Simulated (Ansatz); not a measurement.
**CCSD(T)/6-311+G(d,p) run of CH2FNSi (SMILES FC1=N[SiH2]1)**

What is the vertical ionisation energy of CH2FNSi at CCSD(T)/6-311+G**? 

The calculation is run with Ansatz 0.2.0.

93 further runs of the same task are left out: 93 set aside as unsound or not needed.

## Step 1: Starting point

CH2FNSi has 6 atoms, charge 0, and is taken as a singlet. SMILES: `FC1=N[SiH2]1`. The coordinates come from a PBE0-D4/def2-TZVP relaxation.

Bond lengths: F1–C2 1.313 Å, C2–N3 1.261 Å, C2–Si4 1.766 Å, N3–Si4 1.801 Å, Si4–H5 1.477 Å, Si4–H6 1.477 Å. Angles: F1–C2–N3 128.8°, F1–C2–Si4 160.4°, N3–C2–Si4 70.8°, C2–N3–Si4 67.8°, C2–Si4–N3 41.4°, C2–Si4–H5 122.2°, C2–Si4–H6 122.2°, N3–Si4–H5 118.8°, N3–Si4–H6 118.8°, H5–Si4–H6 113.7°.

## Step 2: A single-point energy at CCSD(T)/6-311+G(d,p)

File run.yaml:

```yaml
crystal:
  periodic: [false, false, false]
  atoms:
    - symbol: F
      position_ang: [1.423100, -1.608300, 0.851500]
    - symbol: C
      position_ang: [0.513000, -0.815400, 0.333600]
    - symbol: N
      position_ang: [-0.624100, -1.110900, -0.124500]
    - symbol: Si
      position_ang: [-0.284400, 0.654600, -0.233900]
    - symbol: H
      position_ang: [0.001700, 1.243400, -1.557500]
    - symbol: H
      position_ang: [-0.987300, 1.572700, 0.684600]
basis:
  gaussian: {orbitals: 6-311+G_st__st_-spherical.json}
accuracy: high
correlation: {method: ccsd_t, frozen_orbitals: {C: 1, F: 1, H: 0, "N": 1, Si: 5}}
scf: {omitted_lower_state_checks: [cluster_reference, increment]}
```

The basis set 6-311+G** is read from a file made from the Basis Set Exchange's data (not shown).

Launch:

```console
ansatz run run.yaml --threads 1 --pin off --max-ram 3480MiB --events-out events.jsonl --progress --plain --runs-dir runs
```

The program printed (excerpt; [...] marks lines left out):

```text
Warning: RAYON_NUM_THREADS=1 ignored (pool sized by the plan → 1); use --threads N
Functional definition: HF
  name "HF"
[...]
1948 factors; integrals over basis functions are off by at most 3.8e-9 eV
[...]
mean field -13111.58258347 eV, -481.8417725926 hartree, gradient 6.2e-8 eV, S^2 0.000000; 0 other end points of the search recorded, 0 dependent functions left out
8 core orbitals not correlated: weight in the atoms' cores, before any rotation towards them, 1.000 or more for the frozen orbitals, at most 0.000 for the correlated occupied ones
reference -13111.58258347 eV, -481.8417725926 hartree; 11, 11 occupied and 89, 89 virtual orbitals, 1948 factors
second order -16.50857852 eV of doubles, -0.00000000 eV of singles
cycle   1  -16.34252959 eV  change    1.7e-1 eV  update   1.1e-1
[...]
cycle  22  -16.98587307 eV  change   -1.2e-9 eV  update   1.2e-9
perturbative correction -0.68710400 eV, -0.0252506062 hartree
Total energy: -13129.25556054 eV, -482.4912425207 hartree
Checks for a lower state left out: cluster_reference, increment
```

It took 31 s on 1 thread of Arm Neoverse V1, shared host; peak memory 0.8 GiB.

## Step 3: The doublet cation at the same level

File input.yaml:

```yaml
crystal:
  periodic: [false, false, false]
  atoms:
    - {symbol: F, position_ang: [1.423100, -1.608300, 0.851500]}
    - {symbol: C, position_ang: [0.513000, -0.815400, 0.333600]}
    - {symbol: N, position_ang: [-0.624100, -1.110900, -0.124500]}
    - {symbol: Si, position_ang: [-0.284400, 0.654600, -0.233900]}
    - {symbol: H, position_ang: [0.001700, 1.243400, -1.557500]}
    - {symbol: H, position_ang: [-0.987300, 1.572700, 0.684600]}
basis:
  gaussian: {orbitals: 6-311+G_st__st_-spherical.json}
total_charge: 1
magnetization: {spin_polarized: true, initial_magnetization: 1}
correlation: {method: ccsd_t, frozen_orbitals: {C: 1, F: 1, H: 0, "N": 1, Si: 5}}
accuracy: high
scf: {omitted_lower_state_checks: [cluster_reference, increment]}
```

The basis set 6-311+G** is read from a file made from the Basis Set Exchange's data (not shown).

Launch:

```console
ansatz run input.yaml --threads 1 --pin off --max-ram 3480MiB --events-out events.jsonl --progress --plain --runs-dir runs
```

The program printed (excerpt; [...] marks lines left out):

```text
Warning: RAYON_NUM_THREADS=1 ignored (pool sized by the plan → 1); use --threads N
[... 2 set-up lines as earlier in the session ...]
[...]
1948 factors; integrals over basis functions are off by at most 3.8e-9 eV
[...]
mean field -13102.66562808 eV, -481.5140805260 hartree, gradient 2.6e-8 eV, S^2 0.807567; 6 other end points of the search recorded, 0 dependent functions left out
8 core orbitals not correlated: weight in the atoms' cores, before any rotation towards them, 1.000 or more for the frozen orbitals, at most 0.000 for the correlated occupied ones
reference -13102.66562808 eV, -481.5140805260 hartree; 11, 10 occupied and 89, 90 virtual orbitals, 1948 factors
second order -15.38118551 eV of doubles, -0.00000000 eV of singles
cycle   1  -15.42568402 eV  change   -4.4e-2 eV  update   1.2e-1
[...]
cycle  29  -16.20243536 eV  change   3.8e-10 eV  update   2.0e-9
perturbative correction -0.65126356 eV, -0.0239334944 hartree
Total energy: -13119.51932699 eV, -482.1334425375 hartree
Checks for a lower state left out: cluster_reference, increment
```

Wall time 2.1 min (1 thread of Arm Neoverse V1, shared host); peak memory 1.7 GiB.

## Step 4: Results

At CCSD(T)/6-311+G**, 8 core orbitals frozen:

```
                                                    quantity          value
                               singlet CH2FNSi: total energy  -482.49124 Eh
singlet CH2FNSi: correlation energy (8 core orbitals frozen)     -649.5 mEh
                             singlet CH2FNSi: (T) correction     -25.25 mEh
                              singlet CH2FNSi: T1 diagnostic          0.016
                                doublet cation: total energy  -482.13344 Eh
 doublet cation: correlation energy (8 core orbitals frozen)     -619.4 mEh
                              doublet cation: (T) correction     -23.93 mEh
           doublet cation: ⟨S²⟩ of the reference determinant          0.808
                               doublet cation: T1 diagnostic          0.032
          vertical ionisation energy (to the doublet cation)       9.736 eV
```

Removing an electron at fixed nuclei costs 9.74 eV (939 kJ/mol). The triples (singlet CH2FNSi) make up 3.9 % of the correlation energy. The triples (doublet cation) make up 3.9 % of the correlation energy.
